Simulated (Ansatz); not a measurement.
Geometry optimisation, DFT PBE, scalar-relativistic, plane waves, PAW (Ansatz 0.2.0).

Input file:

```yaml
crystal:
  lattice:
    - [5.4066, 0.0, 0.0]
    - [0.0, 5.4066, 0.0]
    - [0.0, 0.0, 16.05495]
  atoms:
    - { symbol: Ca, position: [0.0, 0.0, 0.06228609] }
    - { symbol: F, position: [0.25, 0.75, 0.31485305] }
    - { symbol: F, position: [0.25, 0.25, 0.31485305] }
    - { symbol: Ca, position: [0.0, 0.5, 0.23066406] }
    - { symbol: F, position: [0.25, 0.25, 0.14647507] }
    - { symbol: F, position: [0.25, 0.75, 0.14647507] }
    - { symbol: Ca, position: [0.5, 0.0, 0.23066406] }
    - { symbol: F, position: [0.75, 0.75, 0.14647507] }
    - { symbol: F, position: [0.75, 0.25, 0.14647507] }
    - { symbol: Ca, position: [0.5, 0.5, 0.06228609] }
    - { symbol: F, position: [0.75, 0.25, 0.31485305] }
    - { symbol: F, position: [0.75, 0.75, 0.31485305] }
    - { symbol: C, position: [0.0, 0.0, 0.29554436] }
    - { symbol: F, position: [0.08333333, 0.41666667, 0.37402483] }
    - { symbol: F, position: [0.19136724, 0.01949314, 0.35658473] }
basis:
  ecutwfc: 420.0
kpoints:
  mp_grid: { grid: [2, 2, 1] }
hamiltonian:
  xc: pbe
  pseudopotentials: { kind: paw, azcp: { folder: soft_1 } }
scf:
  occupations: { method: fermi_dirac, width: 0.02 }
  lower_state_search: "off"
relax:
  f_tol: 0.03
  max_steps: 60
  adjacent_minimum: "off"
  constraints: [{ sites: [0, 9] }]
output:
  write_density: true
  write_potential: true
  elf: true
  volumetric_format: npy
```

Command:

```bash
$ ansatz run input.yaml --threads 1 --pin off --max-ram 3072MiB --backend cpu --events-out ev --progress --plain --runs-dir out
```

**Question.** Where does it end, and by what steps?

**Answer.** The forces met the threshold. Limits of this set-up: coarse k mesh, thin slab, slab without dipole correction, no dispersion correction for a molecule that may bind weakly. After 50 steps the energy has fallen by 23.640 eV; F5 moved furthest, 3.61 Å. The start is strongly strained (largest force component 12 eV/Å), so its close contacts needn't be bonds. Parted: Ca4–F5 (2.34 → 4.56 Å), Ca4–F6 (2.34 → 4.48 Å), Ca4–F8 (2.34 → 3.15 Å), Ca4–F12 (2.34 → 3.52 Å), F5–Ca7 (2.34 → 4.15 Å), F6–Ca7 (2.34 → 4.27 Å). Joined: Ca1–F2 (4.48 → 2.64 Å), Ca1–F3 (4.48 → 2.21 Å), F2–Ca10 (4.48 → 2.70 Å), F3–Ca10 (4.48 → 2.23 Å), Ca7–F14 (3.93 → 2.16 Å), F12–C13 (1.94 → 1.40 Å).

```
step  energy less start (eV)  largest force component (eV/Å)  accepted
   0                  0.0000                          12.450       yes
   2                -10.6662                           5.775       yes
   4                -14.0339                           2.642       yes
   6                -15.3046                           1.045       yes
   8                -16.2754                           0.635       yes
  10                -17.1751                           0.546       yes
  12                -18.0881                           1.269       yes
  14                -19.1125                           1.773       yes
  16                -20.0779                           0.999       yes
  18                -20.6058                           0.371       yes
  20                -21.0032                           0.315       yes
  22                -21.3999                           0.563       yes
  24                -21.7129                           0.264       yes
  26                -21.9281                           0.235       yes
  28                -22.1495                           0.257       yes
  30                -22.4218                           0.304       yes
  32                -22.7704                           0.478       yes
  34                -22.9836                           0.195       yes
  36                -23.1117                           0.296       yes
  38                -23.3033                           0.399       yes
  40                -23.4792                           0.169       yes
  42                -23.5947                           0.165       yes
  44                -23.6302                           0.212       yes
  46                -23.6389                           0.037       yes
  48                -23.6400                           0.032       yes
  50                -23.6401                           0.007       yes
```

```xyz
15
Lattice="5.4066 0.0000 0.0000 0.0000 5.4066 0.0000 0.0000 0.0000 16.0550" Properties=species:S:1:pos:R:3
Ca 0.000 0.000 1.000
F 1.254 4.014 2.863
F 1.419 1.269 2.118
Ca 0.188 2.440 4.040
F 4.012 1.311 -0.090
F 1.263 3.972 -0.027
Ca 2.770 0.073 3.675
F 3.897 4.229 2.074
F 4.117 1.542 2.613
Ca 2.703 2.703 1.000
F 4.874 0.205 4.840
F 3.276 4.335 5.891
C -0.749 -1.214 5.740
F 2.049 1.741 4.837
F -0.247 -0.832 6.901
```

The run took 8.1 min on 1 thread of Intel(R) Xeon(R) Platinum 8175M CPU @ 2.50GHz (Skylake/Cascade Lake), on a shared host, peak memory 0.7 GiB.
